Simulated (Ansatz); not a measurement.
# CH₉BOSi₂: up Jacob's ladder to CCSD(T)

Aim: compute CH₉BOSi₂ with functionals from several rungs and with coupled cluster, and see how far each lands from CCSD(T) at the basis-set limit for the atomisation energy.

The runs use Ansatz 0.2.0, Gaussian basis; functionals in def2-TZVPP, the program's frozen cores in correlated methods.

Levels to be run: PBE-D4, r2SCAN-D4, PBE0-D4, B3LYP-D4, ωB97X-V, ωB97M-V, B2PLYP; CCSD(T)/def2-TZVPP; MP2/def2-QZVPP; extrapolation to the limit.

### 1 The relaxed structure

The geometry comes from an earlier relaxation with PBE0-D4 in a triple-zeta def2 set; it is a stationary point, not always the lowest conformer.

SMILES `B[SiH2]OC[SiH3]`, 14 atoms, charge 0, spin multiplicity 1.

Atoms are counted from 1 here; the program's logs count them from 0.

Bond lengths: B1–Si2 2.006 Å, B1–H6 1.197 Å, B1–H7 1.196 Å, Si2–O3 1.654 Å, Si2–H8 1.500 Å, Si2–H9 1.487 Å, O3–C4 1.419 Å, C4–Si5 1.889 Å, C4–H10 1.100 Å, C4–H11 1.100 Å, Si5–H12 1.485 Å, Si5–H13 1.485 Å, Si5–H14 1.489 Å. Angles: Si2–B1–H6 118.7°, Si2–B1–H7 124.3°, H6–B1–H7 117.0°, B1–Si2–O3 115.5°, B1–Si2–H8 106.4°, B1–Si2–H9 111.2°, O3–Si2–H8 109.8°, O3–Si2–H9 105.4°, H8–Si2–H9 108.6°, Si2–O3–C4 120.7°, O3–C4–Si5 108.8°, O3–C4–H10 110.9°, O3–C4–H11 111.2°, Si5–C4–H10 109.8°, Si5–C4–H11 109.5°, H10–C4–H11 106.6°, C4–Si5–H12 110.0°, C4–Si5–H13 109.9° and more.

### 2 PBE-D4 (GGA)

in.yaml

```yaml
crystal:
  periodic: [false, false, false]
  atoms:
    - {symbol: B, position_ang: [-1.972128, -1.256331, 1.469690]}
    - {symbol: Si, position_ang: [0.028881, -1.130712, 1.419893]}
    - {symbol: O, position_ang: [0.641750, 0.111079, 0.515025]}
    - {symbol: C, position_ang: [0.358166, 0.206592, -0.871568]}
    - {symbol: Si, position_ang: [1.095230, 1.814136, -1.535917]}
    - {symbol: H, position_ang: [-2.481197, -2.043563, 2.214630]}
    - {symbol: H, position_ang: [-2.705477, -0.605907, 0.783877]}
    - {symbol: H, position_ang: [0.521751, -2.440935, 0.882115]}
    - {symbol: H, position_ang: [0.588595, -0.937862, 2.783815]}
    - {symbol: H, position_ang: [0.780028, -0.649547, -1.417452]}
    - {symbol: H, position_ang: [-0.725776, 0.194878, -1.057445]}
    - {symbol: H, position_ang: [2.566000, 1.822735, -1.330668]}
    - {symbol: H, position_ang: [0.490475, 2.975772, -0.835089]}
    - {symbol: H, position_ang: [0.800602, 1.910465, -2.992207]}
basis:
  gaussian: {orbitals: def2-TZVPP}
hamiltonian: {xc: pbe, dispersion: d4}
output: {forces: true, orbitals: {seedname: orbitals}}
```

On the command line:

```sh
$ ansatz run in.yaml --threads 4 --pin off --events-out ev --progress --plain --max-ram 10444MiB
```

Further steps of the session: r2SCAN-D4 (meta-GGA); PBE0-D4 (hybrid); B3LYP-D4 (hybrid); ωB97X-V (range-separated); ωB97M-V (range-separated); B2PLYP (double hybrid); CCSD(T) in def2-TZVPP; MP2 in def2-QZVPP.

Before running them: what should the planned runs give, taken together? Wanted: atomisation energy, CCSD(T)/CBS; farthest; mean size of error, hybrid; mean size of error, range-separated; gap, smallest and largest; T1 diagnostic; triples share of the correlation energy.

The runs gave:

| quantity | value |
| --- | --- |
| atomisation energy, CCSD(T)/CBS | 4658.4 kJ/mol |
| functionals within 23.3 kJ/mol (0.5 %) | PBE-D4, r2SCAN-D4, B3LYP-D4, ωB97M-V |
| farthest | B2PLYP (-50.9 kJ/mol) |
| mean size of error, hybrid | 19.9 kJ/mol |
| mean size of error, range-separated | 23.0 kJ/mol |
| gap, smallest and largest | 2.91 eV (PBE-D4), 9.90 eV (ωB97X-V) |
| T1 diagnostic | 0.0120 |
| triples share of the correlation energy | 3.4 % |

What this shows: PBE-D4 is off by +6.5 kJ/mol. Double hybrids carry the basis error of their MP2 part in triple zeta, and no dispersion term here, so their miss is partly the set-up's. Misses under about 23.3 kJ/mol are within the doubt on the reference itself, which lacks core-valence correlation, relativity and higher excitations. Hartree-Fock recovers 76 % of the binding; the rest is correlation. Orbital gaps span 2.9 to 9.9 eV; exact exchange widens them.
